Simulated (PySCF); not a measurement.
# IO2H3: rigid scans about the minimum

How stiff is IO2H3 (singlet) against rigid distortions? The scans start from its PBE0 minimum.

The runs use PySCF 2.14.0; PBE0, basis I def2-TZVP with ECP28, O def2-TZVP, H def2-TZVP, scalar-relativistic core potentials, no spin–orbit coupling, density fitting.

**1. The starting structure**

6 atoms, charge 0, spin multiplicity 1.

Bond lengths: I1–O2 1.775 Å, I1–O3 1.775 Å, I1–H4 1.698 Å, I1–H5 1.693 Å, I1–H6 1.698 Å. Angles: O2–I1–O3 130.8°, O2–I1–H4 91.4°, O2–I1–H5 114.6°, O2–I1–H6 91.4°, O3–I1–H4 91.4°, O3–I1–H5 114.6°, O3–I1–H6 91.4°, H4–I1–H5 86.7°, H4–I1–H6 173.3°, H5–I1–H6 86.7°.

Coordinates in bohr (charge 0 multiplicity 1):
```
I     0.0000    0.0000    0.0000
O    -2.8522    1.6621    0.5946
O     0.5392   -2.9999   -1.4003
H    -0.0495   -1.2924    2.9362
H     2.6514    1.5336    0.9236
H     0.3597    1.4718   -2.8281
```

**2. Breathing scan**

One driver script runs all scans and calls PySCF for each point, on a (75, 302) grid.

Command:

```bash
$ OMP_NUM_THREADS=2 python axn.py task.json out
```

A rigid scan with PBE0: all bonds to the central atom are scaled together. Each point starts from its neighbour's orbitals, and energies count from the minimum.

```
scale of all bonds to the centre  energy (kJ/mol)  dipole size (D)
                            0.88            404.9             3.15
                            0.92            155.7             3.31
                            0.96             33.8             3.47
                            1.00              0.0             3.61
                            1.04             25.9             3.73
                            1.08             91.1             3.84
                            1.14            231.4             3.97
                            1.22            451.0             4.08
                            1.35            798.6             4.13
```

The scan ran for 23 s (2 threads of Arm Neoverse V2, shared host).

**3. Stretching one bond**

A rigid scan with PBE0: the bond from I to the last atom (H) is scaled and the rest held.

```
scale of one bond  energy (kJ/mol)  dipole size (D)
             0.92             15.2             3.63
             0.96              3.4             3.62
             1.00              0.0             3.61
             1.05              4.2             3.60
             1.12             20.6             3.59
             1.20             47.8             3.61
             1.35            107.4             3.68
             1.55            183.9             3.84
             1.80            259.9             4.02
             2.20            335.7             4.18
```

The scan took 23 s.

A restricted determinant lies too high at long bonds, where the pair should uncouple.

**4. What came out**

| quantity | value |
| --- | --- |
| all bonds 4 % longer | 25.9 kJ/mol |
| one bond 20 % longer | 47.8 kJ/mol |

What this shows: The well is lopsided, 33.8 kJ/mol for 4 % shorter bonds against 25.9 for 4 % longer ones.  Spin–orbit coupling is left out.
